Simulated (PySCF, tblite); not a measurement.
# FGe2H3O, a small gas-phase stand-in for a defect centre: NMR shifts, core binding energies, electronic excitations and spin-spin couplings

Aim: the NMR shifts, core binding energies, electronic excitations and spin-spin couplings of `[F][Ge][O][GeH3]`. It is drawn as: twofold Ge.

Computed with tblite 0.8.0 and PySCF 2.14.0; each step states its level. No surroundings beyond the atoms listed, unless a continuum is named. Atoms count from 0, parts from 1.

### Step 1. The system as given

7 atoms, charge 0, multiplicity 1; geometry: distance geometry start.

### Step 2. Geometry optimisation with GFN2-xTB

Job settings and geometry (Å):

```
{"job": {"kind": "relax", "xc": "GFN2-xTB", "basis": "xTB"}, "charge": 0, "multiplicity": 1}
Ge     1.776361    -0.924136     0.681246
O      0.317914    -0.897798    -0.388766
Ge    -0.905490     0.082686     0.514151
F      2.457449     0.679972     0.550916
H     -0.376418     1.536575     0.788927
H     -1.148572    -0.607706     1.860544
H     -2.130027     0.157847    -0.433045
```

Level: GFN2-xTB geometry optimisation, gas phase.

Command:

```console
> OMP_NUM_THREADS=1 python cluster_run.py task.json out
```

The driver reads the jobs from task.json and runs them one after another.

Log:

```text
step      E/eV     max force
  0    -389.17167    1.640
  1    -389.25979    1.143
  2    -389.38417    0.649
  3    -389.40575    0.583
  4    -389.45930    0.671
  5    -389.48994    0.639
  6    -389.54655    0.905
  7    -389.59440    0.744
  8    -389.62487    0.634
  9    -389.65197    0.583
 10    -389.68529    0.561
 11    -389.71064    0.580
 12    -389.73848    0.495
 13    -389.76565    0.486
 14    -389.78458    0.446
 15    -389.80138    0.444
 16    -389.81248    0.441
 17    -389.81726    0.280
 18    -389.82151    0.195
 19    -389.82534    0.171
 20    -389.82876    0.183
 21    -389.83134    0.187
 22    -389.83321    0.136
 23    -389.83443    0.107
 24    -389.83548    0.113
 25    -389.83651    0.094
 26    -389.83725    0.075
 27    -389.83762    0.051
 28    -389.83790    0.066
 29    -389.83838    0.102
 30    -389.83929    0.143
 31    -389.84071    0.156
 32    -389.84215    0.128
 33    -389.84303    0.079
 34    -389.84360    0.083
 35    -389.84436    0.112
 36    -389.84578    0.173
 37    -389.84786    0.195
 38    -389.84968    0.137
 39    -389.85051    0.057
 40    -389.85075    0.037
 41    -389.85083    0.036
 42    -389.85099    0.038
 43    -389.85116    0.034
 44    -389.85129    0.020
 45    -389.85135    0.011
 46    -389.85136    0.010
 47    -389.85137    0.010
 48    -389.85138    0.010
 49    -389.85140    0.009
 50    -389.85142    0.007
```

Wall time 0.85 s (1 thread of Arm Neoverse V1, shared host).

Along the way:

```tsv
step	energy from step 0 (eV)	largest force (eV/Å)
0	0.0000	1.6402
2	-0.2125	0.6491
4	-0.2876	0.6714
6	-0.3749	0.9059
8	-0.4532	0.6345
10	-0.5136	0.5616
12	-0.5668	0.4953
14	-0.6129	0.4461
16	-0.6408	0.4406
18	-0.6498	0.1951
20	-0.6571	0.1830
22	-0.6615	0.1358
24	-0.6638	0.1133
26	-0.6656	0.0753
28	-0.6662	0.0656
30	-0.6676	0.1429
32	-0.6705	0.1279
34	-0.6719	0.0826
36	-0.6741	0.1730
38	-0.6780	0.1370
40	-0.6791	0.0376
42	-0.6793	0.0377
44	-0.6796	0.0203
46	-0.6797	0.0101
48	-0.6797	0.0102
50	-0.6798	0.0067
```

Close pairs (by a distance rule), those that changed most:

```tsv
bond	before (Å)	after (Å)	change (Å)
Ge0–F3	1.748	1.843	+0.096
Ge2–H4	1.571	1.497	-0.075
Ge0–O1	1.809	1.737	-0.072
O1–Ge2	1.809	1.756	-0.053
Ge2–H6	1.550	1.502	-0.048
Ge2–H5	1.532	1.501	-0.032
```

### Step 3. Relaxing the molecule at PBE0-D3(BJ)/def2-SVP

Job settings and geometry (Å):

```
{"job": {"xc": "PBE0", "basis": "def2-SVP", "d3": "d3bj", "grid": 2, "kind": "geom", "shake": 0.01}, "charge": 0, "multiplicity": 1}
Ge     2.110015    -1.116642    -0.461185
O      0.417849    -0.659020    -0.242265
Ge    -1.100740     0.180371     0.099387
F      2.939688     0.483436     0.040086
H     -0.784577     1.630605     0.285546
H     -1.615344    -0.468778     1.346472
H     -1.936273    -0.083976    -1.090890
```

Log:

```text
step   0  E = -4329.58190344  max force = 0.038183
step   1  E = -4329.58944037  max force = 0.010576
step   2  E = -4329.59051665  max force = 0.003876
step   3  E = -4329.59085770  max force = 0.003327
step   4  E = -4329.59187948  max force = 0.009497
step   5  E = -4329.59235965  max force = 0.007677
step   6  E = -4329.59268900  max force = 0.003611
step   7  E = -4329.59279644  max force = 0.000559
step   8  E = -4329.59281797  max force = 0.000390
step   9  E = -4329.59287181  max force = 0.000948
step  10  E = -4329.59299226  max force = 0.004313
step  11  E = -4329.59251370  max force = 0.011781
step  12  E = -4329.59306021  max force = 0.007540
step  13  E = -4329.59338647  max force = 0.005166
step  14  E = -4329.59361386  max force = 0.004304
step  15  E = -4329.59394597  max force = 0.002136
step  16  E = -4329.59409483  max force = 0.001484
step  17  E = -4329.59417915  max force = 0.001365
step  18  E = -4329.59423901  max force = 0.001003
step  19  E = -4329.59428633  max force = 0.000260
step  20  E = -4329.59429096  max force = 0.000150
optimisation converged
```

It took 2.4 min on 1 thread of Arm Neoverse V1, shared host; peak memory 0.51 GiB.

Along the way: (the energy doesn't fall at every step)

```tsv
step	energy from step 0 (eV)	largest force component (eV/Å)
0	0.0000	1.9634
1	-0.2051	0.5438
2	-0.2344	0.1993
3	-0.2437	0.1711
4	-0.2715	0.4884
5	-0.2845	0.3948
6	-0.2935	0.1857
7	-0.2964	0.0287
8	-0.2970	0.0201
9	-0.2985	0.0487
10	-0.3017	0.2218
11	-0.2887	0.6058
12	-0.3036	0.3877
13	-0.3125	0.2656
14	-0.3187	0.2213
15	-0.3277	0.1098
16	-0.3317	0.0763
17	-0.3340	0.0702
18	-0.3357	0.0516
19	-0.3370	0.0134
20	-0.3371	0.0077
```

Close pairs (by a distance rule), those that changed most:

```tsv
bond	before (Å)	after (Å)	change (Å)
Ge0–F3	1.871	1.776	-0.095
Ge2–H6	1.478	1.536	+0.058
Ge2–H4	1.496	1.536	+0.040
Ge2–H5	1.497	1.536	+0.039
O1–Ge2	1.768	1.803	+0.034
Ge0–O1	1.767	1.762	-0.004
```

The end geometry stands in the next job.

```tsv
at the end point	value
point group (found at 0.08 Å tolerance)	Cs
rotational constants (GHz, main isotopes)	7.906, 1.206, 1.061
dipole moment (D)	0.64
```

### Step 4. NMR shieldings: PBE0/pcSseg-2

Job settings and geometry (Å):

```
{"job": {"kind": "nmr", "xc": "PBE0", "basis": "pcSseg-2"}, "charge": 0, "multiplicity": 1}
Ge     2.096145    -0.932443    -0.503610
O      0.360211    -0.869907    -0.800361
Ge    -0.882131     0.170515    -0.010250
F      2.118979     0.317662     0.757490
H     -0.537204     1.646498    -0.261210
H     -0.922642    -0.154059     1.490930
H     -2.202734    -0.212275    -0.695843
```

Method: GIAO PBE0/pcSseg-2 NMR shielding, non-relativistic, gas phase.

Log:

```text
coarse grid: 32728 points
cycle   1  E = -4330.1393433195  dE = -1.176e+00  |g| = 1.752e+00  |ddm| = 2.028e+00
cycle   2  E = -4329.0996671462  dE =  1.040e+00  |g| = 2.923e+00  |ddm| = 1.703e+00
cycle   3  E = -4330.3359554619  dE = -1.236e+00  |g| = 6.494e-01  |ddm| = 1.413e+00
cycle   4  E = -4330.4105348074  dE = -7.458e-02  |g| = 1.883e-01  |ddm| = 3.532e-01
cycle   5  E = -4330.4137499857  dE = -3.215e-03  |g| = 8.951e-02  |ddm| = 1.068e-01
cycle   6  E = -4330.4149478065  dE = -1.198e-03  |g| = 1.846e-02  |ddm| = 3.909e-02
cycle   7  E = -4330.4149854808  dE = -3.767e-05  |g| = 2.801e-03  |ddm| = 8.405e-03
cycle   8  E = -4330.4149867482  dE = -1.267e-06  |g| = 6.110e-04  |ddm| = 2.407e-03
final grid: 65008 points
cycle   9  E = -4330.4148545934  dE = -2.577e-07  |g| = 1.019e-03  |ddm| = 1.377e-03
cycle  10  E = -4330.4148541219  dE =  4.715e-07  |g| = 1.910e-03  |ddm| = 1.265e-03
cycle  11  E = -4330.4148547489  dE = -6.270e-07  |g| = 2.622e-04  |ddm| = 8.638e-04
cycle  12  E = -4330.4148547568  dE = -7.887e-09  |g| = 3.217e-05  |ddm| = 9.953e-05
cycle  13  E = -4330.4148547569  dE = -9.732e-11  |g| = 1.177e-05  |ddm| = 1.687e-05
converged SCF energy = -4330.4148547569

GIAO shielding tensors (ppm)
atom      isotropic    diamagn.    paramagn.     s11        s22        s33       span
  0 Ge    1277.698    2755.107   -1477.409    789.253   1270.522   1773.318    984.066
  1 O      112.171     384.661    -272.490   -150.364    217.213    269.663    420.027
  2 Ge    1438.948    2754.562   -1315.615   1344.794   1350.661   1621.388    276.594
  3 F      128.113     472.533    -344.420   -135.847    216.587    303.598    439.445
  4 H       25.893      28.399      -2.506     19.467     22.476     35.737     16.269
  5 H       25.909      28.399      -2.490     19.484     22.452     35.792     16.308
  6 H       26.335      27.891      -1.556     20.022     22.059     36.926     16.904
```

It took 33 s on 1 thread of Arm Neoverse V1, shared host; peak memory 1 GiB.

Shifts follow as δ = σ(reference) − σ, with reference shieldings (ppm) from runs at the same level and on the same kind of geometry: 1H TMS 31.25, 19F CFCl3 175.8, 17O H2O 328.2, 73Ge GeMe4 1337. The references are single molecules in the gas phase, so shifts against H2O, NH3, PH3, H3PO4 or CFCl3 are not on the usual liquid scales and can be off by tens of ppm. Atoms listed in one row are averaged.

```tsv
atoms	environment	σ (ppm)	δ (ppm)
H4, H5	hydrogen on a germanium bonded to O	25.90	5.34
H6	hydrogen on a germanium bonded to O	26.34	4.91
Ge0	germanium bonded to F, O	1278	60
Ge2	germanium bonded to O, 3 H	1439	-102
O1	oxygen bonded to 2 Ge	112.2	216.0
F3	fluorine bonded to Ge	128.1	47.7
```

The run also stored atomic charges by several schemes (e):

```tsv
atoms	Mulliken	IAO	Hirshfeld	ESP fit
Ge0	0.76	0.91	0.45	0.37
O1	-0.65	-0.79	-0.36	-0.33
Ge2	0.58	0.70	0.38	0.40
F3	-0.45	-0.54	-0.27	-0.27
```

Mayer bond orders: Ge0–O1 1.08, O1–Ge2 0.86, Ge0–F3 0.81.

### Step 5. X-ray photoelectron lines: SCAN, X2C

Same as in step 4 but for these lines:

```diff
@@ -1,2 +1,2 @@
-{"job": {"kind": "nmr", "xc": "PBE0", "basis": "pcSseg-2"}, "charge": 0, "multiplicity": 1}
+{"job": {"kind": "xps", "holes": 5}, "charge": 0, "multiplicity": 1}
 Ge     2.096145    -0.932443    -0.503610
```

Level: delta-SCF UKS SCAN, pcX-2 on the ionised atom, pcseg-1 elsewhere, spin-free X2C.

Log:

```text
ground state, core basis on atom 1 (O), 128 functions
  cycle   1  E = -4364.74958911  |g| = 1.08e+00
  cycle   2  E = -4362.67394446  |g| = 2.99e+00
  cycle   3  E = -4364.88104356  |g| = 6.21e-01
  cycle   4  E = -4364.95017968  |g| = 2.83e-01
  cycle   5  E = -4364.96292414  |g| = 6.30e-02
  cycle   6  E = -4364.96406863  |g| = 1.44e-02
  cycle   7  E = -4364.96411571  |g| = 2.51e-03
  cycle   8  E = -4364.96411674  |g| = 3.76e-04
  E(ground) = -4365.22239744 Eh
hole in O 1s of atom 1
  cycle   1  E = -4344.35703273  |g| = 2.24e+00
  cycle   2  E = -4343.68209890  |g| = 2.35e+00
  cycle   3  E = -4345.11229168  |g| = 5.57e-01
  cycle   4  E = -4345.01917077  |g| = 7.43e-01
  cycle   5  E = -4345.21356052  |g| = 9.93e-02
  cycle   6  E = -4345.21738905  |g| = 2.20e-02
  cycle   7  E = -4345.21759813  |g| = 4.66e-03
  cycle   8  E = -4345.21760852  |g| = 1.46e-03
  cycle   9  E = -4345.21761115  |g| = 4.87e-04
  E(ion) = -4345.47762390 Eh   <S^2> = 0.7654   hole on atom = 1.000   binding energy = 537.283 eV
ground state, core basis on atom 3 (F), 128 functions
  cycle   1  E = -4364.96888736  |g| = 1.96e-01
  cycle   2  E = -4364.94015911  |g| = 4.14e-01
  cycle   3  E = -4364.97289117  |g| = 5.71e-02
  cycle   4  E = -4364.97347984  |g| = 2.13e-02
  cycle   5  E = -4364.97355282  |g| = 4.94e-03
  cycle   6  E = -4364.97355302  |g| = 4.71e-04
  E(ground) = -4365.23729962 Eh
hole in F 1s of atom 3
  cycle   1  E = -4338.65595016  |g| = 2.59e+00
  cycle   2  E = -4338.56802064  |g| = 2.18e+00
  cycle   3  E = -4339.44384534  |g| = 5.67e-01
  cycle   4  E = -4339.04256133  |g| = 1.09e+00
  cycle   5  E = -4339.57324611  |g| = 4.60e-02
  cycle   6  E = -4339.57432324  |g| = 3.26e-02
  cycle   7  E = -4339.57500516  |g| = 6.41e-03
  cycle   8  E = -4339.57502529  |g| = 1.36e-03
  cycle   9  E = -4339.57502390  |g| = 4.51e-04
  E(ion) = -4339.84653343 Eh   <S^2> = 0.7576   hole on atom = 1.000   binding energy = 690.918 eV
```

Wall time 7.5 s (1 thread of Arm Neoverse V1, shared host); peak memory 0.5 GiB.

The holes in one table. −ε is the ground-state orbital energy:

```tsv
hole	stands for	environment	ΔSCF (eV)	−ε (eV)	⟨S²⟩
O1s on O1	O1	oxygen bonded to 2 Ge	537.28	516.7	0.765
F1s on F3	F3	fluorine bonded to Ge	690.92	665.7	0.758
```

### Step 6. Ultraviolet spectrum: CAM-B3LYP/def2-SVPD

Same as in step 5 but for these lines:

```diff
@@ -1,2 +1,2 @@
-{"job": {"kind": "xps", "holes": 5}, "charge": 0, "multiplicity": 1}
+{"job": {"kind": "uv", "xc": "CAM-B3LYP", "basis": "def2-SVPD", "nstates": 6, "ntriplets": 2, "ip": true}, "charge": 0, "multiplicity": 1}
 Ge     2.096145    -0.932443    -0.503610
```

Level: TDDFT CAM-B3LYP/def2-SVPD, vertical, gas phase, core orbitals frozen in the response.

Log:

```text
coarse grid: 32728 points
cycle   1  E = -4330.3064972965  dE = -1.128e+00  |g| = 1.087e+00  |ddm| = 3.060e+00
cycle   2  E = -4329.9264411347  dE =  3.801e-01  |g| = 1.807e+00  |ddm| = 2.758e+00
cycle   3  E = -4330.5037990052  dE = -5.774e-01  |g| = 1.931e-01  |ddm| = 1.767e+00
cycle   4  E = -4330.5093196112  dE = -5.521e-03  |g| = 7.635e-02  |ddm| = 2.547e-01
cycle   5  E = -4330.5101971240  dE = -8.775e-04  |g| = 2.787e-02  |ddm| = 6.969e-02
cycle   6  E = -4330.5103099831  dE = -1.129e-04  |g| = 4.008e-03  |ddm| = 2.350e-02
cycle   7  E = -4330.5103142194  dE = -4.236e-06  |g| = 6.969e-04  |ddm| = 7.059e-03
final grid: 65008 points
cycle   8  E = -4330.5102883469  dE = -2.511e-07  |g| = 5.426e-04  |ddm| = 2.824e-03
cycle   9  E = -4330.5102883363  dE =  1.057e-08  |g| = 6.828e-04  |ddm| = 1.037e-03
cycle  10  E = -4330.5102884108  dE = -7.449e-08  |g| = 9.144e-05  |ddm| = 5.833e-04
cycle  11  E = -4330.5102884126  dE = -1.764e-09  |g| = 4.137e-05  |ddm| = 1.152e-04
cycle  12  E = -4330.5102884130  dE = -4.547e-10  |g| = 2.032e-05  |ddm| = 1.146e-04
converged SCF energy = -4330.5102884130

Static polarisability (au): isotropic 63.131, principal 55.426 58.421 75.548

Singlet excitations
state   eV       nm        f      main configurations
  1   5.3379    232.3   0.08562   H->L 0.95
  2   5.9785    207.4   0.01101   H-2->L 0.78, H-3->L 0.17
  3   6.3149    196.3   0.05192   H-1->L 0.89
  4   7.4872    165.6   0.22810   H->L+1 0.70, H-2->L+1 0.11
  5   7.5170    164.9   0.00512   H-1->L+1 0.72, H-1->L+2 0.18
  6   7.5833    163.5   0.00777   H-3->L 0.66, H-2->L 0.13, H-6->L 0.12

Triplet excitations (Tamm-Dancoff, eV): 3.6780 5.3768
Vertical ionisation energy (delta-SCF) = 10.7819 eV
Vertical electron affinity (delta-SCF) = 0.1896 eV
```

It took 99 s on 1 thread of Arm Neoverse V1, shared host; peak memory 0.74 GiB.

The orbitals next to the gap, with their largest atomic shares:

```tsv
orbital	eV	atoms
HOMO−3	-11.76	O1 34 %, F3 23 %, Ge2 21 %
HOMO−2	-10.50	O1 37 %, Ge2 24 %, H6 15 %
HOMO−1	-10.38	O1 41 %, Ge2 24 %, H5 15 %
HOMO	-9.72	Ge0 56 %, O1 21 %, F3 15 %
LUMO	-1.06	Ge0 70 %, O1 17 %, F3 11 %
LUMO+1	0.63	Ge0 28 %, Ge2 27 %, O1 15 %
LUMO+2	0.89	Ge2 42 %, Ge0 22 %, H5 8 %
```

With each of the 6 states as a Gaussian band of 0.4 eV half-width at 1/e, the curve within the window shown has maxima at 232 nm (ε 3,500), 197 nm (ε 2,400), 165 nm (ε 9,700) L/(mol cm). Beyond the last state computed it falls off for lack of states. The curve at chosen wavelengths:

```csv
nm,ε (L/mol/cm)
157,3733
161,7649
165,9733
169,8202
174,4067
178,1789
182,990
186,1168
190,1732
194,2214
199,2326
203,2072
207,1756
211,1615
215,1778
219,2223
224,2934
228,3367
232,3506
236,3311
240,2853
244,2258
249,1515
253,1019
257,645
261,386
```

Ground-state properties from the same run:

```tsv
property	computed
dipole moment (D)	0.87
polarisability (Å³)	9.36
HOMO–LUMO gap (eV)	8.66
−ε(HOMO) (eV)	9.72
```

### Step 7. Spin-spin couplings: B3LYP/pcSseg-1+pcJ-1

Same as in step 6 but for these lines:

```diff
@@ -1,2 +1,2 @@
-{"job": {"kind": "uv", "xc": "CAM-B3LYP", "basis": "def2-SVPD", "nstates": 6, "ntriplets": 2, "ip": true}, "charge": 0, "multiplicity": 1}
+{"job": {"kind": "j", "xc": "B3LYP", "basis": "pcJ-1"}, "charge": 0, "multiplicity": 1}
 Ge     2.096145    -0.932443    -0.503610
```

With the program's defaults for keys left out, this is: B3LYP/pcJ-1 Ge:pcSseg-1 indirect spin-spin coupling, non-relativistic, gas phase.

Log:

```text
coarse grid: 32728 points
cycle   1  E = -4330.3334520323  dE = -1.106e+00  |g| = 1.671e+00  |ddm| = 2.513e+00
cycle   2  E = -4328.9628721799  dE =  1.371e+00  |g| = 3.029e+00  |ddm| = 2.452e+00
cycle   3  E = -4330.5230745712  dE = -1.560e+00  |g| = 7.646e-01  |ddm| = 2.080e+00
cycle   4  E = -4330.6264081655  dE = -1.033e-01  |g| = 1.929e-01  |ddm| = 5.241e-01
cycle   5  E = -4330.6291722600  dE = -2.764e-03  |g| = 1.332e-01  |ddm| = 1.694e-01
cycle   6  E = -4330.6317197293  dE = -2.547e-03  |g| = 1.909e-02  |ddm| = 7.140e-02
cycle   7  E = -4330.6317793890  dE = -5.966e-05  |g| = 2.746e-03  |ddm| = 1.521e-02
cycle   8  E = -4330.6317808559  dE = -1.467e-06  |g| = 6.441e-04  |ddm| = 3.066e-03
final grid: 65008 points
cycle   9  E = -4330.6318502150  dE = -5.064e-08  |g| = 9.917e-04  |ddm| = 1.459e-03
cycle  10  E = -4330.6318498491  dE =  3.659e-07  |g| = 1.797e-03  |ddm| = 1.817e-03
cycle  11  E = -4330.6318503491  dE = -5.000e-07  |g| = 3.533e-04  |ddm| = 1.140e-03
cycle  12  E = -4330.6318503678  dE = -1.873e-08  |g| = 2.947e-05  |ddm| = 2.053e-04
cycle  13  E = -4330.6318503680  dE = -1.783e-10  |g| = 9.777e-06  |ddm| = 2.942e-05
converged SCF energy = -4330.6318503680

Indirect spin-spin couplings (Hz)
  i      j    bonds     total        FC       PSO       DSO        SD
  1 O    3 F    2     33.648    -4.483    38.870     0.006    -0.745
  1 O    4 H    2     -2.560    -2.740    -0.161     0.257     0.084
  1 O    5 H    2     -2.741    -2.917    -0.160     0.253     0.084
  1 O    6 H    2    -15.060   -15.142    -0.130     0.164     0.049
  3 F    4 H    4      1.816     1.151    -0.804     1.391     0.078
  3 F    5 H    4      1.542     0.913    -0.769     1.321     0.076
  3 F    6 H    4      5.230     7.680     0.378    -2.792    -0.037
  4 H    5 H    2     23.201    26.463     1.105    -4.425     0.058
  4 H    6 H    2     25.896    29.141     1.149    -4.453     0.060
  5 H    6 H    2     25.758    29.013     1.153    -4.468     0.060
```

Wall time 33 s (1 thread of Arm Neoverse V1, shared host); peak memory 0.82 GiB.

A choice of the couplings up to four bonds, sorted by the number of bonds, with means over like pairs; isotopes 19F, 1H, 17O:

```tsv
pair	bonds	J (Hz)	Fermi contact (Hz)
O1–F3	2	33.6	-4.5
H4–H6	2	25.8	29.1
H4–H5	2	23.2	26.5
O1–H6	2	-15.1	-15.1
O1–H4	2	-2.7	-2.8
F3–H6	4	5.2	7.7
F3–H4	4	1.7	1.0
```

The response was solved for the nuclei of F, H, O alone, so couplings that need other nuclei can be missing.

Quadrupole couplings from the field gradients of the same density:

```tsv
atom	isotope	eQq/h (MHz)	η
Ge0	73Ge	134.1	0.94
Ge2	73Ge	-77.2	0.03
O1	17O	-6.045	0.25
```

### Step 8. Outcome

| quantity | value |
| --- | --- |
| point group | Cs |
| rotational constants (main isotopes) | 7.91, 1.21, 1.06 GHz |
| 1H shifts against TMS (PBE0/pcSseg-2, means over atoms taken as alike) | 5.34, 4.91 ppm |
| 73Ge shifts against GeMe4 (PBE0/pcSseg-2) | 60, -102 ppm |
| 17O shifts against H2O (PBE0/pcSseg-2) | 216.0 ppm |
| 19F shifts against CFCl3 (PBE0/pcSseg-2) | 47.7 ppm |
| O1s binding energies, SCAN/pcX-2 | O1 537.28 eV |
| F1s binding energies, SCAN/pcX-2 | F3 690.92 eV |
| lowest singlet (CAM-B3LYP/def2-SVPD) | 5.34 eV (232 nm), f = 0.086 |
| brightest single state of those computed | state 4, 7.49 eV, f = 0.228 |
| lowest triplet | 3.68 eV |
| vertical ionisation energy (ΔSCF) | 10.78 eV |
| vertical electron affinity (ΔSCF) | 0.19 eV |
| largest coupling of the table (B3LYP/pcSseg-1+pcJ-1) | 2J(O,F) O1–F3, 33.6 Hz |

The start of the PBE0/def2-SVP relaxation was shaken at random by about 0.01 Å, so part of the energy gained, and of the first lengths quoted, undoes that. Over 20 steps the energy fell by 0.337 eV; of the close pairs, Ge0–F3 changed most, 1.871 to 1.776 Å (PBE0/def2-SVP). Hydrogens of an XH3 group are listed apart at this fixed geometry; free rotation makes them one line at their mean. At PBE0/pcSseg-2: The largest span, 984 ppm, is at Ge0, where the paramagnetic term is -1477 ppm. The lowest singlet, at 5.34 eV, is HOMO→LUMO 0.95 and is bright; of the 6 states computed, the strongest absorption comes from state 4 at 7.49 eV. The lowest triplet lies 1.66 eV below the lowest singlet (triplets in Tamm-Dancoff, singlets in full TDDFT). ΔSCF puts the ionisation energy at 10.78 eV, 1.06 eV above −ε(HOMO). Of the pairs tabulated at B3LYP/pcSseg-1+pcJ-1, O1–F3 couples most strongly (33.6 Hz; Fermi contact -4.5 Hz). Spin-orbit coupling is left out, which matters for shieldings and couplings at and beside the heavy atoms.
